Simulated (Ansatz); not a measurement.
# AlAsClH3 (SMILES [Cl][AlH][AsH2]): single points off equilibrium

A test off equilibrium: a structure displaced at random from a GFN2-xTB minimum is computed at several levels, and each is set against CCSD(T).

Method: single points in def2-TZVPP; program: Ansatz 0.2.0, Gaussian basis.

Correlated methods freeze the cores. Filled d shells of the heavier atoms are correlated.

## 1. Starting geometry

SMILES `[Cl][AlH][AsH2]`, 6 atoms, charge 0, spin multiplicity 1.

Atoms are counted from 1 here; the program's logs count them from 0.

Bond lengths: Cl1–Al2 2.042 Å, Al2–As3 2.512 Å, Al2–H4 1.424 Å, As3–H5 1.544 Å, As3–H6 1.649 Å. Angles: Cl1–Al2–As3 122.0°, Cl1–Al2–H4 119.6°, As3–Al2–H4 118.3°, Al2–As3–H5 79.8°, Al2–As3–H6 84.9°, H5–As3–H6 84.5°.

Geometry (Å):

| atom | x (Å) | y (Å) | z (Å) |
| --- | --- | --- | --- |
| Cl1 | -2.13570 | -1.08000 | 0.77090 |
| Al2 | -0.33870 | -0.88590 | -0.18030 |
| As3 | 1.38330 | 0.78920 | 0.55400 |
| H4 | -0.00910 | -1.76790 | -1.24820 |
| H5 | 0.94340 | 1.41930 | -0.78530 |
| H6 | 0.10020 | 1.61480 | 1.18020 |

## 2. CCSD(T)/def2-TZVPP

Input file run/in.yaml:

```yaml
crystal:
  periodic: [false, false, false]
  atoms:
    - {symbol: Cl, position_ang: [-2.135700, -1.080000, 0.770900]}
    - {symbol: Al, position_ang: [-0.338700, -0.885900, -0.180300]}
    - {symbol: As, position_ang: [1.383300, 0.789200, 0.554000]}
    - {symbol: H, position_ang: [-0.009100, -1.767900, -1.248200]}
    - {symbol: H, position_ang: [0.943400, 1.419300, -0.785300]}
    - {symbol: H, position_ang: [0.100200, 1.614800, 1.180200]}
basis:
  gaussian: {orbitals: def2-TZVPP}
correlation: {method: ccsd_t}
output: {forces: true}
```

The command line of these runs was not kept.

## 3. PBE0-D4/def2-TZVPP

Edit run/in.yaml of step 2 so:

```diff
@@ -11,3 +11,3 @@
   gaussian: {orbitals: def2-TZVPP}
-correlation: {method: ccsd_t}
-output: {forces: true}
+hamiltonian: {xc: pbe0, dispersion: d4}
+output: {forces: true, orbitals: {seedname: orbitals}}
```

## 4. wB97M-V/def2-TZVPP

Edit run/in.yaml of step 3 so:

```diff
@@ -11,3 +11,3 @@
   gaussian: {orbitals: def2-TZVPP}
-hamiltonian: {xc: pbe0, dispersion: d4}
-output: {forces: true, orbitals: {seedname: orbitals}}
+hamiltonian: {xc: {name: wB97M-V}}
+output: {forces: true}
```

## 5. r2SCAN-D4/def2-TZVPP

Edit run/in.yaml of step 4 so:

```diff
@@ -11,3 +11,3 @@
   gaussian: {orbitals: def2-TZVPP}
-hamiltonian: {xc: {name: wB97M-V}}
+hamiltonian: {xc: r2scan, dispersion: d4}
 output: {forces: true}
```

## 6. PBE-D4/def2-TZVPP

Edit run/in.yaml of step 5 so:

```diff
@@ -11,3 +11,3 @@
   gaussian: {orbitals: def2-TZVPP}
-hamiltonian: {xc: r2scan, dispersion: d4}
+hamiltonian: {xc: pbe, dispersion: d4}
 output: {forces: true}
```

## 7. B97M-V/def2-TZVPP

Edit run/in.yaml of step 6 so:

```diff
@@ -11,3 +11,3 @@
   gaussian: {orbitals: def2-TZVPP}
-hamiltonian: {xc: pbe, dispersion: d4}
+hamiltonian: {xc: {name: B97M-V}}
 output: {forces: true}
```

## 8. LC-wPBE/def2-TZVPP

Edit run/in.yaml of step 7 so:

```diff
@@ -11,3 +11,3 @@
   gaussian: {orbitals: def2-TZVPP}
-hamiltonian: {xc: {name: B97M-V}}
+hamiltonian: {xc: {name: LC-wPBE}}
 output: {forces: true}
```

(Steps that only read results are left out.)

Before running it: what results should come out? Wanted: energy less free atoms, CCSD(T)/def2-TZVPP; RMS force component; RMS force error; HOMO and LUMO, PBE0-D4; T1 diagnostic.

As calculated:

| quantity | value |
| --- | --- |
| energy less free atoms, CCSD(T)/def2-TZVPP | -348.9 kcal/mol |
| RMS force component | 1.170 to 1.296 eV/Å over the methods |
| RMS force error | PBE0-D4 0.053, wB97M-V 0.051, r2SCAN-D4 0.044, PBE-D4 0.161, B97M-V 0.083, LC-wPBE 0.154 eV/Å |
| HOMO and LUMO, PBE0-D4 | -7.36 and -1.44 eV |
| T1 diagnostic | 0.011 |

Against CCSD(T) the functionals' energies less atoms differ by -20.2 to -1.2 kcal/mol, PBE-D4 by -9.9 kcal/mol. A larger basis would deepen the CCSD(T) value, while the functionals are nearly converged already, so the order here is not reliable. For forces r2SCAN-D4 does best and PBE-D4 worst. Frozen-core CCSD(T) forces in triple zeta carry basis errors of their own, and this is one geometry, so small gaps rank nothing.
